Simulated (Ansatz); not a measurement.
# BrF₂H₂InOSi: basis-set convergence

The task here is to estimate one member of a computed series from the others.

Computed with Ansatz 0.2.0, Gaussian basis. Level: one geometry, several basis sets.

The runs, in order: PBE0-D4/def2-SVP; ωB97M-V/def2-SVP; PBE0-D4/def2-QZVPP; ωB97M-V/def2-QZVPP; the functionals' def2-TZVPP values are taken from earlier runs.

### Structure used throughout

The geometry comes from an earlier relaxation with PBE0-D4 in a triple-zeta def2 set; it is a stationary point, not always the lowest conformer. In takes the def2 core potential; no spin-orbit term is included.

8 atoms, charge 0, spin multiplicity 1.

Atoms are counted from 1 here; the program's logs count them from 0.

Bond lengths: F1–Si2 1.579 Å, Si2–F3 1.581 Å, Si2–Br4 2.206 Å, Si2–O5 1.578 Å, O5–In6 2.018 Å, In6–H7 1.697 Å, In6–H8 1.697 Å. Angles: F1–Si2–F3 106.0°, F1–Si2–Br4 107.1°, F1–Si2–O5 111.7°, F3–Si2–Br4 106.9°, F3–Si2–O5 112.2°, Br4–Si2–O5 112.5°, Si2–O5–In6 142.3°, O5–In6–H7 111.4°, O5–In6–H8 107.5°, H7–In6–H8 141.1°.

Set-up of the first run:

Input file in.yaml:

```yaml
crystal:
  periodic: [false, false, false]
  atoms:
    - {symbol: F, position_ang: [-2.680599, -0.206641, -0.051227]}
    - {symbol: Si, position_ang: [-1.188555, -0.720422, -0.003277]}
    - {symbol: F, position_ang: [-1.199348, -2.005812, 0.917192]}
    - {symbol: Br, position_ang: [-0.668260, -1.392173, -2.039417]}
    - {symbol: O, position_ang: [-0.205548, 0.389742, 0.535129]}
    - {symbol: In, position_ang: [1.637426, 1.161105, 0.254373]}
    - {symbol: H, position_ang: [2.556471, 0.200631, -0.800596]}
    - {symbol: H, position_ang: [1.748404, 2.573570, 1.187823]}
basis:
  gaussian: {orbitals: def2-SVP}
hamiltonian: {xc: pbe0, dispersion: d4}
output: {orbitals: {seedname: orbitals}}
```

Started as:

```sh
> ansatz run in.yaml --threads 2 --pin off --events-out ev --progress --plain --max-ram 32768MiB --backend cpu
```

Among the steps run: PBE0-D4 in def2-SVP; ωB97M-V in def2-SVP; PBE0-D4 in def2-QZVPP; ωB97M-V in def2-QZVPP.

One of the session's tables, all rows but one given; the rest of the session is left out.

It belongs to the step «Density functionals: the series». 

```
functional       basis  HOMO (eV)  LUMO (eV)
   PBE0-D4    def2-SVP      -8.46      -2.13
   PBE0-D4  def2-TZVPP      -8.58      -2.18
   PBE0-D4  def2-QZVPP      -8.60      -2.18
   ωB97M-V    def2-SVP     -10.69      -0.54
   ωB97M-V  def2-TZVPP          ?          ?
   ωB97M-V  def2-QZVPP     -10.86      -0.71
```

Estimate the missing values for ωB97M-V, def2-TZVPP.

The run gave: HOMO (eV): -10.83; LUMO (eV): -0.68. In the column «HOMO (eV)» it lies between ωB97M-V, def2-QZVPP (-10.86) and ωB97M-V, def2-SVP (-10.69).
